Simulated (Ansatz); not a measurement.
# CH6OSSi: how energies converge with the basis set

How large a basis does CH6OSSi need? Two functionals are run in growing sets.

Method: one geometry, several basis sets; program: Ansatz 0.2.0, Gaussian basis.

Plan: PBE0-D4/def2-SVP; ωB97M-V/def2-SVP; PBE0-D4/def2-QZVPP; ωB97M-V/def2-QZVPP; the functionals' def2-TZVPP values are taken from earlier runs.

### 1 The geometry

An earlier PBE0-D4 in a triple-zeta def2 set relaxation fixed the geometry.

SMILES `O[SiH2]CS`, 10 atoms, charge 0, spin multiplicity 1.

Atoms are counted from 1 here; the program's logs count them from 0.

Bond lengths: O1–Si2 1.643 Å, O1–H5 0.962 Å, Si2–C3 1.876 Å, Si2–H6 1.484 Å, Si2–H7 1.491 Å, C3–S4 1.818 Å, C3–H8 1.093 Å, C3–H9 1.092 Å, S4–H10 1.344 Å. Angles: Si2–O1–H5 114.2°, O1–Si2–C3 109.5°, O1–Si2–H6 106.5°, O1–Si2–H7 112.0°, C3–Si2–H6 112.3°, C3–Si2–H7 106.8°, H6–Si2–H7 109.8°, Si2–C3–S4 108.8°, Si2–C3–H8 109.8°, Si2–C3–H9 114.3°, S4–C3–H8 105.1°, S4–C3–H9 110.7°, H8–C3–H9 107.7°, C3–S4–H10 97.1°.

### 2 PBE0-D4 in def2-SVP

Contents of in.yaml:

```yaml
crystal:
  periodic: [false, false, false]
  atoms:
    - {symbol: O, position_ang: [-1.785029, 0.553125, -0.514599]}
    - {symbol: Si, position_ang: [-0.488246, 0.755297, 0.474239]}
    - {symbol: C, position_ang: [0.558151, -0.801355, 0.463128]}
    - {symbol: S, position_ang: [1.000242, -1.196509, -1.255805]}
    - {symbol: H, position_ang: [-1.577377, 0.137043, -1.356555]}
    - {symbol: H, position_ang: [-1.030275, 1.059147, 1.821417]}
    - {symbol: H, position_ang: [0.392374, 1.870230, 0.021397]}
    - {symbol: H, position_ang: [-0.037628, -1.651285, 0.806188]}
    - {symbol: H, position_ang: [1.450936, -0.748013, 1.089056]}
    - {symbol: H, position_ang: [1.599852, -0.028881, -1.545564]}
basis:
  gaussian: {orbitals: def2-SVP}
hamiltonian: {xc: pbe0, dispersion: d4}
output: {orbitals: {seedname: orbitals}}
```

On the command line:

```console
$ ansatz run in.yaml --threads 2 --pin off --events-out ev --progress --plain --max-ram 4352MiB
```

Log:

```text
Functional definition: PBE0
  name "PBE0"
  cite "Adamo & Barone, J. Chem. Phys. 110, 6158 (1999) doi:10.1063/1.478522"
  cite "Perdew, Burke & Ernzerhof, Phys. Rev. Lett. 77, 3865 (1996) doi:10.1103/PhysRevLett.77.3865"
  parent pbe
  parameter a = 0.25
  parameter kappa = 0.804
  parameter beta = 0.06672455060314922
  exchange = (1 - a)*pbe_x(kappa = kappa, mu = beta*pi^2/3) + a*exact_x
  correlation = pbe_c(beta = beta)
1053 factors; their error is unknown
mean field evaluation 1: about -21871.2316 eV, gradient 5.4e1 eV
mean field evaluation 2: about -21865.7302 eV, gradient 7.5e1 eV
mean field evaluation 4: about -21876.8213 eV, gradient 3.3e0 eV
mean field evaluation 8: about -21876.9491 eV, gradient 2.7e-2 eV
mean field -21876.94912060 eV, -803.9630514535 hartree, gradient 2.2e-5 eV, S^2 0.000000; 0 other end points of the search recorded, 0 dependent functions left out
reference -21876.94914558 eV, -803.9630523712 hartree; 25, 25 occupied and 69, 69 virtual orbitals, 1053 factors
Total energy: -21877.13485540 eV, -803.9698770814 hartree
```

Run time: 1.1 s. Hardware: 2 threads of AMD EPYC 7B13, shared host.

### 3 ωB97M-V in def2-SVP

in.yaml: that of step 2 with these lines changed.

```diff
@@ -15,3 +15,3 @@
   gaussian: {orbitals: def2-SVP}
-hamiltonian: {xc: pbe0, dispersion: d4}
+hamiltonian: {xc: {name: wB97M-V}}
 output: {orbitals: {seedname: orbitals}}
```

The command is unchanged.

Log (excerpt; [...] marks lines left out):

```text
Functional definition: wB97M-V
  name "wB97M-V"
  cite "Mardirossian & Head-Gordon, J. Chem. Phys. 144, 214110 (2016) doi:10.1063/1.4952647"
  cite "Becke, J. Chem. Phys. 107, 8554 (1997) doi:10.1063/1.475007"
  cite "Vydrov & Van Voorhis, J. Chem. Phys. 133, 244103 (2010) doi:10.1063/1.3521275"
  # Of w^i u^j: cxij and so on, Table III.
[...]
  gx(w, u) = 1 - cx + cx01*u + cx10*w
  gss(w, u) = css00 + css04*u^4 + css10*w + css20*w^2 + css43*w^4*u^3
  gos(w, u) = cos00 + cos10*w + (cos20 + cos21*u)*w^2 + (cos60 + cos61*u)*w^6
[...]
      + integral(e_c_pw_mod_opposite_spin*gos(b97_w_opposite, b97_u_opposite)) + vv10(b, c)
1050 factors; their error is unknown
295 factors; integrals over basis functions are off by at most 8.7e-6 eV
[...]
mean field -21884.95896263 eV, -804.2574077188 hartree, gradient 2.7e-5 eV, S^2 0.000000; 0 other end points of the search recorded, 0 dependent functions left out
reference -21884.95900190 eV, -804.2574091618 hartree; 25, 25 occupied and 69, 69 virtual orbitals, 1050 factors
Total energy: -21884.95900190 eV, -804.2574091618 hartree
```

Wall time 4.1 s (2 threads of AMD EPYC 7B13, shared host).

### 4 PBE0-D4 in def2-QZVPP

in.yaml: that of step 3 with these lines changed.

```diff
@@ -14,4 +14,4 @@
 basis:
-  gaussian: {orbitals: def2-SVP}
-hamiltonian: {xc: {name: wB97M-V}}
+  gaussian: {orbitals: "def2-QZVPP.json"}
+hamiltonian: {xc: pbe0, dispersion: d4}
 output: {orbitals: {seedname: orbitals}}
```

Launched as before.

Log:

```text
Functional definition: PBE0
  name "PBE0"
  cite "Adamo & Barone, J. Chem. Phys. 110, 6158 (1999) doi:10.1063/1.478522"
  cite "Perdew, Burke & Ernzerhof, Phys. Rev. Lett. 77, 3865 (1996) doi:10.1103/PhysRevLett.77.3865"
  parent pbe
  parameter a = 0.25
  parameter kappa = 0.804
  parameter beta = 0.06672455060314922
  exchange = (1 - a)*pbe_x(kappa = kappa, mu = beta*pi^2/3) + a*exact_x
  correlation = pbe_c(beta = beta)
1486 factors; their error is unknown
mean field evaluation 1: about -21880.1640 eV, gradient 6.6e1 eV
mean field evaluation 2: about -21870.0411 eV, gradient 9.6e1 eV
mean field evaluation 4: about -21888.2446 eV, gradient 5.6e0 eV
mean field evaluation 8: about -21888.3071 eV, gradient 5.3e-2 eV
mean field evaluation 16: about -21888.3242 eV, gradient 1.6e-5 eV
mean field -21888.32422481 eV, -804.3810788228 hartree, gradient 1.6e-5 eV, S^2 0.000000; 0 other end points of the search recorded, 0 dependent functions left out
reference -21888.32426261 eV, -804.3810802119 hartree; 25, 25 occupied and 409, 409 virtual orbitals, 1486 factors
Total energy: -21888.50997244 eV, -804.3879049221 hartree
```

It took 11 s on 2 threads of AMD EPYC 7B13, shared host; peak memory 1.3 GiB.

### 5 ωB97M-V in def2-QZVPP

in.yaml: that of step 4 with these lines changed.

```diff
@@ -15,3 +15,3 @@
   gaussian: {orbitals: "def2-QZVPP.json"}
-hamiltonian: {xc: pbe0, dispersion: d4}
+hamiltonian: {xc: {name: wB97M-V}}
 output: {orbitals: {seedname: orbitals}}
```

The command is unchanged.

Log (excerpt; [...] marks lines left out):

```text
Functional definition: wB97M-V
  name "wB97M-V"
  cite "Mardirossian & Head-Gordon, J. Chem. Phys. 144, 214110 (2016) doi:10.1063/1.4952647"
  cite "Becke, J. Chem. Phys. 107, 8554 (1997) doi:10.1063/1.475007"
  cite "Vydrov & Van Voorhis, J. Chem. Phys. 133, 244103 (2010) doi:10.1063/1.3521275"
  # Of w^i u^j: cxij and so on, Table III.
[...]
  gx(w, u) = 1 - cx + cx01*u + cx10*w
  gss(w, u) = css00 + css04*u^4 + css10*w + css20*w^2 + css43*w^4*u^3
  gos(w, u) = cos00 + cos10*w + (cos20 + cos21*u)*w^2 + (cos60 + cos61*u)*w^6
[...]
      + integral(e_c_pw_mod_opposite_spin*gos(b97_w_opposite, b97_u_opposite)) + vv10(b, c)
1438 factors; their error is unknown
351 factors; integrals over basis functions are off by at most 1.1e-5 eV
[...]
mean field -21896.42563530 eV, -804.6788001668 hartree, gradient 6.8e-5 eV, S^2 0.000000; 0 other end points of the search recorded, 0 dependent functions left out
reference -21896.42569538 eV, -804.6788023747 hartree; 25, 25 occupied and 409, 409 virtual orbitals, 1438 factors
Total energy: -21896.42569538 eV, -804.6788023747 hartree
```

Run time: 21 s. Hardware: 2 threads of AMD EPYC 7B13, shared host; peak memory 1.6 GiB.

### 6 Functionals by basis

The def2-TZVPP values come from earlier runs at the same geometry.

| functional | basis | functions | energy (eV) | from the largest (eV) | HOMO (eV) | LUMO (eV) |
| --- | --- | --- | --- | --- | --- | --- |
| PBE0-D4 | def2-SVP | 94 | -21877.1349 | 11.375 | -6.97 | 0.64 |
| PBE0-D4 | def2-TZVPP | 230 | -21887.7104 | 0.800 | -7.07 | 0.09 |
| PBE0-D4 | def2-QZVPP | 434 | -21888.5100 | 0.000 | -7.10 | -0.09 |
| ωB97M-V | def2-SVP | 94 | -21884.9590 | 11.467 | -9.15 | 2.64 |
| ωB97M-V | def2-TZVPP | 230 | -21895.6682 | 0.757 | -9.28 | 1.88 |
| ωB97M-V | def2-QZVPP | 434 | -21896.4257 | 0.000 | -9.31 | 1.47 |

### 7 Results

```
                                       quantity           value
PBE0-D4: double and triple zeta above quadruple  11.38, 0.80 eV
ωB97M-V: double and triple zeta above quadruple  11.47, 0.76 eV
```

What this shows: For PBE0-D4 the step from double to triple zeta gains 10.58 eV and the next only 0.80 eV. These are total energies; as a rule much of such shifts cancels in differences, which this series doesn't test. The LUMO of ωB97M-V is positive and keeps falling with the basis (2.64 to 1.47 eV): an unbound level that the basis holds in place.

For PBE0-D4 the largest set took about 9 times as long as the smallest (11 s against 1.1 s).
